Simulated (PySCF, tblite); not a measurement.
# C₇H₁₀N radical: geometry, infrared bands and EPR parameters

What infrared bands and EPR parameters should C₇H₁₀N radical (`CN[C@@H]1[C@@H]2C[C]3[C@H]1[C@@H]32`) show?

Programs: tblite 0.8.0 and PySCF 2.14.0, with density-fitted response routines of our own. Each step states its level of theory. These are calculated values for one molecule in the gas phase, unless marked as measured. Atoms count from 0, in the outputs and in this text.

## 1. The molecule as given

18 atoms, charge 0, multiplicity 2; geometry from: force field or distance geometry start.

Bonds of the start (Å): C0–N1 1.48, N1–C2 1.46, C2–C3 1.61, C3–C4 1.56, C4–C5 1.48, C5–C6 1.46, C6–C7 1.46, C6–C2 1.49, C7–C3 1.46, C7–C5 1.43, C0–H8 1.09, C0–H9 1.09, C0–H10 1.10, N1–H11 1.01, C2–H12 1.09, C3–H13 1.09, C4–H14 1.10, C4–H15 1.10, C6–H16 1.08, C7–H17 1.08.

## 2. Relaxing the molecule with GFN2-xTB

Job settings and geometry (Å):

```
{"job": {"kind": "relax", "xc": "GFN2-xTB", "basis": "xTB"}, "charge": 0, "multiplicity": 2}
C      2.545800    -0.077000     0.424100
N      1.306300     0.277700    -0.293500
C      0.253900    -0.653900     0.119300
C     -1.079100    -0.275000    -0.691000
C     -1.622800     1.151000    -0.385900
C     -1.596000     0.748800     1.033800
C     -0.533400    -0.216300     1.304400
C     -1.743400    -0.591000     0.570700
H      3.346100     0.596100     0.113100
H      2.851900    -1.096500     0.196000
H      2.415600     0.022500     1.507400
H      1.091600     1.248400    -0.092300
H      0.500500    -1.714000     0.074000
H     -1.297100    -0.773000    -1.630000
H     -0.960200     1.990600    -0.647300
H     -2.630600     1.367100    -0.760100
H     -0.346400    -0.684900     2.262600
H     -2.511700    -1.314300     0.789900
```

The run is started by

```sh
$ OMP_NUM_THREADS=1 python probes_run.py task.json out
```

One launch serves the whole session: the jobs run in the order shown.

**Question.** This job is followed by: GFN2-xTB harmonic vibrations, gas phase; UKS B3LYP, pcH-1 on C H N, non-relativistic, mean-field spin-orbit, GIAO. Predict these results of the whole session: strongest single infrared mode (GFN2-xTB); zero-point energy (GFN2-xTB); g(iso) (B3LYP); ⟨S²⟩; largest a(iso) (averaged by class); potential on the surface of density 0.002 e/bohr³, 1st and 99th percentile.

The runs gave:

| quantity | value |
| --- | --- |
| strongest single infrared mode (GFN2-xTB) | 682 cm⁻¹, 90 km/mol |
| zero-point energy (GFN2-xTB) | 95.4 kcal/mol |
| g(iso) (B3LYP) | 2.00290 |
| ⟨S²⟩ | 0.753 (exact 0.75) |
| largest a(iso) (averaged by class) | 13C on C5, 425.8 MHz |
| potential on the surface of density 0.002 e/bohr³, 1st and 99th percentile | -1.47 V and 1.21 V |

The optimisation took 44 steps and gained 1.408 eV; among the close pairs (by a distance rule), C3–C7 changed most, from 1.460 to 1.553 Å. All 48 modes are real, so the xTB geometry is a minimum. The strongest single mode, at 682 cm⁻¹, is spread over several atoms, H11, N1, C2, C3 among them. GFN2-xTB is a fitted tight-binding method: band positions and strengths are rough. Its intensities can rank the bands wrongly. C5 carries the largest spin population, 0.86 e. The isotropic g lies 0.6 ppt above the free-electron value. These values are for one conformer; the search (at its own cheap level) found 1 more, at 0.54 kcal/mol, and measured spectra average over such forms.
